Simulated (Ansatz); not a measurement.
# SnAsH5: functionals against CCSD(T) at one geometry

The task here is to estimate one member of a computed series from the others.

Method: single points in def2-TZVPP; program: Ansatz 0.2.0, Gaussian basis.

Cores are frozen in the correlated methods. Filled d shells of the heavier atoms are correlated. Core potentials replace the inner electrons past krypton, and spin-orbit coupling is left out. B3LYP uses VWN-RPA correlation.

## The starting structure

SMILES `[AsH2][SnH3]`, 7 atoms, charge 0, spin multiplicity 1.

Atoms are counted from 1 here; the program's logs count them from 0.

Bond lengths: As1–Sn2 2.515 Å, As1–H3 1.545 Å, As1–H4 1.490 Å, Sn2–H5 1.722 Å, Sn2–H6 1.693 Å, Sn2–H7 1.734 Å. Angles: Sn2–As1–H3 90.5°, Sn2–As1–H4 93.6°, H3–As1–H4 89.9°, As1–Sn2–H5 112.9°, As1–Sn2–H6 116.4°, As1–Sn2–H7 121.0°, H5–Sn2–H6 103.2°, H5–Sn2–H7 100.8°, H6–Sn2–H7 99.8°.

Geometry (Å):

```xyz
7

As   -1.05110   -1.36490    0.40280
Sn    0.13280    0.81960    0.01280
H     0.25420   -1.99360    0.93810
H    -0.73950   -1.88340   -0.95920
H    -0.76630    1.90150   -0.98060
H     0.47220    1.74850    1.38670
H     1.68050    0.86910   -0.76820
```

The first run:

run/in.yaml

```yaml
crystal:
  periodic: [false, false, false]
  atoms:
    - {symbol: As, position_ang: [-1.051100, -1.364900, 0.402800]}
    - {symbol: Sn, position_ang: [0.132800, 0.819600, 0.012800]}
    - {symbol: H, position_ang: [0.254200, -1.993600, 0.938100]}
    - {symbol: H, position_ang: [-0.739500, -1.883400, -0.959200]}
    - {symbol: H, position_ang: [-0.766300, 1.901500, -0.980600]}
    - {symbol: H, position_ang: [0.472200, 1.748500, 1.386700]}
    - {symbol: H, position_ang: [1.680500, 0.869100, -0.768200]}
basis:
  gaussian: {orbitals: def2-TZVPP}
correlation: {method: ccsd_t}
output: {forces: true}
```

No record of the launch command was kept for these runs.

Steps of the session up to this table: CCSD(T)/def2-TZVPP; PBE0-D4/def2-TZVPP; wB97M-V/def2-TZVPP; r2SCAN-D4/def2-TZVPP; PBE-D4/def2-TZVPP; B3LYP-D4/def2-TZVPP; revPBE-D4/def2-TZVPP.

One of the session's tables, all rows but one given; the rest of the session is left out.

| method | RMS force component (eV/Å) | angle to CCSD(T) forces (°) | dipole (D) |
| --- | --- | --- | --- |
| CCSD(T) | 0.520 | reference | 0.91 |
| PBE0-D4 | ? | ? | ? |
| wB97M-V | 0.516 | 2.0 | 0.93 |
| r2SCAN-D4 | 0.503 | 8.0 | 0.91 |
| PBE-D4 | 0.522 | 23.4 | 0.95 |
| B3LYP-D4 | 0.546 | 12.8 | 1.00 |
| revPBE-D4 | 0.542 | 25.2 | 0.97 |

Estimate the missing values for PBE0-D4.

The run gave: RMS force component (eV/Å): 0.505; angle to CCSD(T) forces (°): 8.5; dipole (D): 0.92. In the column «RMS force component (eV/Å)» it lies between r2SCAN-D4 (0.503) and wB97M-V (0.516).
